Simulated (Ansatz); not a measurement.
LuNiC2:

```
CELL_PARAMETERS angstrom
3.44770 0.00000 0.00000
0.00000 2.22836 2.95700
0.00000 -2.22836 2.95700
ATOMIC_POSITIONS crystal
Lu 0.00000 0.99823 0.99823
Ni 0.50000 0.38891 0.38891
C 0.50000 0.54479 0.85307
C 0.50000 0.85307 0.54479
```

The cell is a database's computed one.

| Item | Value |
| --- | --- |
| Program | Ansatz 0.2.0 |
| Task | relaxation of cell and atoms |
| Functional | PBE |
| Potentials or basis | Ansatz PAW |
| Cutoff | 420 eV (not typed: the program's choice for these potentials) |
| k mesh | 8 × 8 × 8 |
| Occupations | fermi-dirac, width 0.05 eV |
| Spin | collinear spin, ferromagnetic start |
| Starting moments | [0.0, 1.0, 0.0, 0.0] μB |

At the start: volume 11.36 Å³/atom.

Question: How do energy, volume and symmetry change on relaxing?

Answer: It ends after 9 steps and the volume is 11.63 Å³/atom (+2.4 %); space group Amm2 (No. 38, to 0.05 Å); moment 0.00 μB per cell.

The path:
```
step  energy change (eV)  largest force (eV/Å)  volume (Å³)
   1              0.0000                0.0720        45.44
   2             -0.0057                0.1230        46.81
   3             -0.0119                0.0672        46.53
   4             -0.0121                0.0401        46.51
   5             -0.0121                0.0270        46.52
   6             -0.0121                0.0007        46.51
   7             -0.0141                0.0011        46.51
   8             -0.0141                0.0001        46.53
   9             -0.0141                0.0001        46.53
```

Final structure:
```
CELL_PARAMETERS angstrom
3.48031 0.00000 0.00000
0.00000 2.24538 2.97728
0.00000 -2.24538 2.97728
ATOMIC_POSITIONS crystal
Lu 0.00000 0.99902 0.99902
Ni 0.50000 0.38780 0.38780
C 0.50000 0.54591 0.85226
C 0.50000 0.85226 0.54591
```

Caveat: the plane-wave basis is chosen anew once the cell has moved, so the energies of steps on either side of that aren't comparable; the starting moments weren't kept.
